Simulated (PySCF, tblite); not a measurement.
# C4H9O2PSi: geometry, infrared bands and NMR shifts

Wanted: the infrared bands and NMR shifts of C4H9O2PSi (`C[C@@H]([SiH2]P)C(=O)C=O`), by calculation.

The runs use tblite 0.8.0 and PySCF 2.14.0, with density-fitted response routines of our own; the level of theory stands in each step. All values are computed, except where a source is named. Atoms are numbered from 0 throughout.

## Step 1: The molecule as given

17 atoms, charge 0, multiplicity 1; geometry from: force field or distance geometry start.

Bonds of the start (Å): C0–C1 1.54, C1–Si2 1.87, Si2–P3 2.21, C1–C4 1.51, C4–O5 1.23, C4–C6 1.52, C6–O7 1.23, C0–H8 1.10, C0–H9 1.09, C0–H10 1.08, C1–H11 1.11, Si2–H12 1.49, Si2–H13 1.49, P3–H14 1.41, P3–H15 1.42, C6–H16 1.10.

## Step 2: Geometry optimisation with GFN2-xTB

Job settings and geometry (Å):

```
{"job": {"kind": "relax", "xc": "GFN2-xTB", "basis": "xTB"}, "charge": 0, "multiplicity": 1}
C     -0.210000    -1.898500     0.404800
C     -0.271700    -0.360700     0.303200
Si     0.950800     0.372400    -0.908500
P      3.011700     0.238500    -0.129700
C     -1.687900     0.069600     0.002300
O     -2.496800    -0.577900    -0.665900
C     -2.136300     1.426400     0.506300
O     -1.382700     2.142300     1.161100
H     -0.958200    -2.266900     1.122100
H     -0.434500    -2.371300    -0.555700
H      0.761600    -2.246700     0.738700
H     -0.032900     0.008800     1.317000
H      0.638800     1.810200    -1.137100
H      0.887300    -0.337300    -2.213400
H      3.627600     1.071400    -1.081400
H      2.899300     1.243100     0.874300
H     -3.173100     1.688700     0.251900
```

On the command line:

```console
OMP_NUM_THREADS=1 python probes_run.py task.json out
```

One launch serves the whole session: the jobs run in the order shown.

**Question.** This job is followed by: GFN2-xTB harmonic vibrations, gas phase; GIAO PBE0/pcSseg-1 NMR shielding, non-relativistic, gas phase. Predict these results of the whole session: strongest single infrared mode (GFN2-xTB); zero-point energy (GFN2-xTB); 13C shifts against TMS (PBE0/pcSseg-1); 1H shifts against TMS (PBE0/pcSseg-1, means over atoms taken as alike); 29Si shifts against TMS (PBE0/pcSseg-1); 31P shifts against H3PO4 (PBE0/pcSseg-1); 17O shifts against H2O (PBE0/pcSseg-1).

**Answer**, as computed:

| quantity | value |
| --- | --- |
| strongest single infrared mode (GFN2-xTB) | 1712 cm⁻¹, 436 km/mol |
| zero-point energy (GFN2-xTB) | 72.7 kcal/mol |
| 13C shifts against TMS (PBE0/pcSseg-1) | 207.7, 200.0, 39.4, 11.7 ppm |
| 1H shifts against TMS (PBE0/pcSseg-1, means over atoms taken as alike) | 9.39, 4.92, 3.99, 2.83, 1.55, 1.24 ppm |
| 29Si shifts against TMS (PBE0/pcSseg-1) | -20.4 ppm |
| 31P shifts against H3PO4 (PBE0/pcSseg-1) | -307.9 ppm |
| 17O shifts against H2O (PBE0/pcSseg-1) | 705.8, 645.5 ppm |

In words: Over 71 steps the energy fell by 0.306 eV; of the close pairs, C1–Si2 changed most, 1.871 to 1.941 Å. No mode is imaginary among the 45: a minimum at this level. The strongest single mode, at 1712 cm⁻¹, moves mainly C4 and O5. Unscaled tight-binding wavenumbers are off by several per cent, some by more. Its intensities can rank the bands wrongly. C4 (ketone carbonyl carbon) lies farthest downfield among carbon, at 207.7 ppm; the double bond to the heteroatom, with no lone-pair donor beside it, deshields it most. The most deshielded hydrogen is H16 (hydrogen on an aldehyde carbonyl carbon), at 9.39 ppm: the C=O anisotropy and electron withdrawal place aldehyde protons far downfield. At PBE0/pcSseg-1: The largest span, 1358 ppm, is at O7, where the paramagnetic term is -774 ppm.
